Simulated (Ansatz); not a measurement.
# C3H6Ge: one species, many methods

The task here is to estimate one member of a computed series from the others.

Program: Ansatz 0.2.0, Gaussian basis. Level of theory: functionals in def2-TZVPP, the program's frozen cores in correlated methods. These are calculated values, not measurements.

Levels to be run: LDA (SPW92), PBE-D4, revPBE-D4, BLYP-D4, r2SCAN-D4, B97M-V, PBE0-D4, B3LYP-D4, r2SCANh-D4, r2SCAN0-D4, HSE06-D4, BHLYP-D4, CAM-B3LYP-D4, LC-ωPBE, ωB97X-V, ωB97M-V, B2PLYP, PBE-QIDH; CCSD(T)/def2-SVP; CCSD(T)/def2-TZVPP; MP2/def2-QZVPP; extrapolation to the limit; RPA on PBE.

## The relaxed structure

An earlier PBE0-D4 in a triple-zeta def2 set relaxation fixed the geometry.

10 atoms, charge 0, spin multiplicity 1.

Atoms are counted from 1 here; the program's logs count them from 0.

Bond lengths: C1–C2 1.206 Å, C1–H5 1.066 Å, C2–Ge3 1.906 Å, Ge3–C4 1.947 Å, Ge3–H6 1.537 Å, Ge3–H7 1.537 Å, C4–H8 1.091 Å, C4–H9 1.090 Å, C4–H10 1.090 Å. Angles: C2–C1–H5 179.8°, C1–C2–Ge3 179.0°, C2–Ge3–C4 109.0°, C2–Ge3–H6 107.7°, C2–Ge3–H7 107.7°, C4–Ge3–H6 111.4°, C4–Ge3–H7 111.4°, H6–Ge3–H7 109.5°, Ge3–C4–H8 110.2°, Ge3–C4–H9 110.0°, Ge3–C4–H10 109.9°, H8–C4–H9 109.0°, H8–C4–H10 109.0°, H9–C4–H10 108.8°.

The first run:

Input file in.yaml:

```yaml
crystal:
  periodic: [false, false, false]
  atoms:
    - {symbol: C, position_ang: [0.964439, 2.082333, -1.348445]}
    - {symbol: C, position_ang: [0.258915, 1.321866, -0.734123]}
    - {symbol: Ge, position_ang: [-0.831675, 0.098435, 0.238360]}
    - {symbol: C, position_ang: [0.213784, -1.490434, 0.655577]}
    - {symbol: H, position_ang: [1.585494, 2.757044, -1.891613]}
    - {symbol: H, position_ang: [-1.306591, 0.807967, 1.516550]}
    - {symbol: H, position_ang: [-2.046814, -0.244869, -0.638187]}
    - {symbol: H, position_ang: [-0.393929, -2.204806, 1.212316]}
    - {symbol: H, position_ang: [1.080631, -1.217777, 1.257820]}
    - {symbol: H, position_ang: [0.558946, -1.960960, -0.265253]}
basis:
  gaussian: {orbitals: def2-TZVPP}
hamiltonian: {xc: lda}
output: {orbitals: {seedname: orbitals}}
```

Started as:

```
> ansatz run in.yaml --threads 4 --pin off --events-out ev --progress --plain --max-ram 10444MiB
```

Steps of the session up to this table: LDA; PBE-D4 (GGA); revPBE-D4 (GGA); BLYP-D4 (GGA); r2SCAN-D4 (meta-GGA); B97M-V (meta-GGA); B3LYP-D4 (hybrid); r2SCANh-D4 (hybrid); r2SCAN0-D4 (hybrid); HSE06-D4 (hybrid); BHLYP-D4 (hybrid); CAM-B3LYP-D4 (range-separated); LC-ωPBE (range-separated); ωB97X-V (range-separated); ωB97M-V (range-separated); B2PLYP (double hybrid); PBE-QIDH (double hybrid).

One of the session's tables, all rows but one given; the rest of the session is left out.

It belongs to the step «Orbital energies across the functionals». 

| functional | HOMO (eV) | gap (eV) |
| --- | --- | --- |
| LDA (SPW92) | -6.95 | 6.06 |
| PBE-D4 | -6.78 | 6.11 |
| revPBE-D4 | -6.72 | 6.13 |
| BLYP-D4 | -6.62 | 6.05 |
| r2SCAN-D4 | -7.02 | 6.63 |
| B97M-V | -7.03 | 6.57 |
| PBE0-D4 | -7.99 | 8.22 |
| B3LYP-D4 | -7.74 | 7.73 |
| r2SCANh-D4 | -7.47 | 7.41 |
| r2SCAN0-D4 | -8.15 | 8.56 |
| HSE06-D4 | -7.59 | 7.44 |
| BHLYP-D4 | -9.04 | 10.14 |
| CAM-B3LYP-D4 | -9.34 | 10.57 |
| LC-ωPBE | -10.78 | 13.21 |
| ωB97X-V | -10.36 | 12.64 |
| ωB97M-V | ? | ? |

Q: Estimate the row for ωB97M-V from the others.

As computed: HOMO (eV): -10.23; gap (eV): 12.26. In the column «HOMO (eV)» it lies between ωB97X-V (-10.36) and CAM-B3LYP-D4 (-9.34).
